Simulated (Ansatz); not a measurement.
# BrFH: the cost of one run

Computed with Ansatz 0.2.0, Gaussian basis. Level: cc-pVTZ, core rule «outside noble gas», up to 15 orbitals frozen.

The runs, in order: UHF; CCSD(T) on ROHF; CCSD(T) on UHF; BCCD(T) on ROHF; CCSDT(Q) on ROHF; CCSDT(Q) on UHF; CASSCF and MRCISD+Q, 3 electrons in 3 orbitals; CASSCF and NEVPT2, 3 electrons in 3 orbitals; CASSCF and MRCISD+Q, 15 electrons in 9 orbitals; CASSCF and NEVPT2, 15 electrons in 9 orbitals.

1 further run of the same task is left out (it didn't finish).

### Step 1. The system

The geometry derives from fragments relaxed apart (PBE0/def2-TZVP) and kept rigid, so it is no stationary point. A hydrogen atom is moved between rigid fragments. No spin-orbit coupling is included. The filled d shell of Br may be among the frozen orbitals whatever the setting's name suggests; the logs give the count.

3 atoms, charge 0, spin multiplicity 2.

Atoms are counted from 1 here; the program's logs count them from 0.

Bond lengths: Br1–H2 1.421 Å.

### Step 2. UHF

The input, in.yaml:

```yaml
crystal:
  periodic: [false, false, false]
  atoms:
    - {symbol: Br, position_ang: [0.000000, 0.000000, -1.477867]}
    - {symbol: H, position_ang: [0.000000, 0.000000, -0.057267]}
    - {symbol: F, position_ang: [0.000000, 0.000000, 1.535133]}
basis:
  gaussian: {orbitals: cc-pVTZ}
magnetization: {spin_polarized: true, initial_magnetization: 1}
hamiltonian: {xc: hf}
output: {orbitals: {seedname: orbitals}}
```

The run is started by

```
$ ansatz run in.yaml --threads 1 --pin off --events-out ev --progress --plain --max-ram 2816MiB --backend cpu
```

What time and memory should one allow on 1 thread of AMD EPYC 7R13, shared host?

About 6.5 s, with a peak of 0.25 GiB.
